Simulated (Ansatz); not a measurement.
Predict the output of the script below (the Ansatz DFT code, driven from Python).

`ch4te.py`
```python
import ansatz as az
import numpy as np

BASIS_SET = "def2-SVP"
FUNCTIONAL = "B3LYP"

ch4te = (
    az.Crystal.molecule()
    .atom("C", (-0.1961, -0.3555, -0.4563))
    .atom("Te", (0.2994, -0.1624, 1.5963))
    .atom("H", (-1.0048, 0.4907, -0.731))
    .atom("H", (-0.6314, -1.2911, -0.6605))
    .atom("H", (0.6624, -0.2042, -1.1174))
    .atom("H", (0.9124, 1.4585, 1.3228))
)

base = (
    ch4te.calculation()
    .basis(gaussian=BASIS_SET)
    .functional(FUNCTIONAL)
)
symbols = [site.symbol for site in ch4te.cartesian_sites]
pairs = [(0, 1), (0, 2), (0, 3), (0, 4), (1, 5)]
print("held (A)   E (eV)        ", "  ".join(f"{symbols[i]}{i}-{symbols[j]}{j}" for i, j in pairs))
for length in [1.95, 2.12, 2.29, 2.54, 2.86]:
    r = base.relax(constraints=[az.DistanceConstraint((0, 1), at=length)], force_tolerance=0.02, max_steps=60).run().report
    xyz = np.array(r["positions_ang"])
    print(f"{length:6.2f} {r['free_energy_ev']:14.5f}  ", "  ".join(f"{np.linalg.norm(xyz[i] - xyz[j]):.3f}" for i, j in pairs))
```

```console
$ python ch4te.py
held (A)   E (eV)         C0-Te1  C0-H2  C0-H3  C0-H4  Te1-H5
DeckWarning: relax.constraints: the input's atoms, or those drawn, lie off the distances that are held; a relaxation that starts there is brought onto them ahead of its first SCF, by positions alone, an atom by 8.52e-2 Å at the most. With the symmetry detection on, the symmetry is detected on the input's atoms as so [...]
  1.95    -8396.28777   1.950  1.100  1.102  1.100  1.675
  2.12    -8396.72683   2.120  1.097  1.099  1.097  1.672
  2.29    -8396.69404   2.290  1.095  1.097  1.095  1.673
  2.54    -8396.27792   2.540  1.093  1.094  1.093  1.673
  2.86    -8395.57427   2.860  1.091  1.092  1.091  1.673
```
(Warnings from the package without file and line, shortened, repeats left out.)

Total energies depend on the basis set; only differences at equal settings carry meaning. The energies are electronic: no zero-point or thermal terms, and the basis set is short of its limit. def2 sets replace the cores of elements past krypton by effective core potentials. b3lyp holds the VWN-RPA fit, as in Gaussian; the form of ORCA and Turbomole is b3lyp5. It ran for 63 s on 1 thread of Arm Neoverse V1, on a shared host, peak memory 0.19 GiB.
